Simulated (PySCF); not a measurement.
**A diatomic session: BiB+**

One job finds the state of BiB+, follows it along the bond with each method and fits the curves.

The runs use PySCF 2.14.0; Bi def2-SVPD with ECP60, B def2-SVPD, scalar-relativistic core potentials.

## 1. Set-up

The job is set up so:

```
atoms                         : Bi, B
charge                        : 1
basis                         : Bi def2-SVPD with ECP60, B def2-SVPD
Hamiltonian                   : scalar-relativistic core potentials
basis functions               : 52
electrons treated             : 27
masses in u                   : 208.9804, 11.0093
levels                        : PBE0, PBE, r²SCAN, MN15, M06-L, revPBE, HF, MP2, SCS-MP2, CCSD, CCSD(T)
grid                          : 80 radial by 434 angular points
occupations                   : held fixed by the projection of orbital angular momentum
dissociation limit            : Bi+ + B, each in its ground configuration
starting distance in angstrom : 2.375
values of 2S to try           : 1, 3
```

Started as:

```bash
$ OMP_NUM_THREADS=1 python dia.py task.json out
```

The runs that follow: First curve: PBE0; Excited determinants; PBE (GGA); r²SCAN; MN15; M06-L (meta-GGA); revPBE; UHF (mean field); Correlated methods on the Hartree–Fock reference.

**Question.** What will these runs give? Wanted: for each run, Re; ωe; De; μ.

The runs gave:

Lowest PBE0 solution found, without spin–orbit coupling: ⁴Σ⁻ (quartet), unpaired electrons σ ↑, π ↑↑. State 2 has its PBE0 minimum 0.32 eV higher, as a spin-mixed determinant (⟨S²⟩ = 1.76), so this is no gap between pure states. State 3 has its PBE0 minimum 0.41 eV higher, as a spin-mixed determinant (⟨S²⟩ = 1.76), so this is no gap between pure states. State 4 has its PBE0 minimum 1.10 eV higher. The other levels ran on the lowest alone.

```csv
level,Re (Å),ωe (cm⁻¹),De (eV),μ (D)
UHF,2.408,309,1.91,3.66
UHF-MP2,2.254,492,2.54,n/a
UHF-SCS-MP2,2.300,427,2.25,n/a
UHF-CCSD,2.339,408,2.39,n/a
UHF-CCSD(T),2.329,431,2.51,n/a
PBE,2.294,486,3.29,1.78
revPBE,2.309,471,3.09,1.81
r²SCAN,2.280,499,3.24,2.05
M06-L,2.261,533,3.33,1.40
PBE0,2.274,492,3.02,1.99
MN15,2.281,462,3.08,2.36
```

De is counted to Bi+ + B in their ground configurations. A positive dipole points from Bi to B; in an ion it is taken about the centre of mass and does not tell which atom is negative.

Differences from CCSD(T) in the same basis:

```csv
level,Re (mÅ),ωe (%)
UHF,+80,-28.2
UHF-MP2,-74,+14.3
UHF-SCS-MP2,-28,-1.0
UHF-CCSD,+11,-5.2
PBE,-34,+13.0
revPBE,-20,+9.5
r²SCAN,-49,+16.0
M06-L,-68,+23.8
PBE0,-54,+14.1
MN15,-47,+7.2
```

In words: Judged by CCSD(T) in the same basis: best bond length UHF-CCSD (+11 mÅ), worst UHF (+80 mÅ); best wavenumber UHF-SCS-MP2 (-1.0 %), worst UHF (-28.2 %). CCSD(T) in a basis this small is itself some way from its limit, more so than the functionals. Of the levels with a De here, UHF gives the least (1.91 eV) and M06-L the most (3.33 eV).

Correlated steps freeze 5 core orbitals. These are scalar-relativistic numbers at best; spin–orbit coupling would shift them, the dissociation energy most. With spin–orbit coupling the term label itself may not hold.
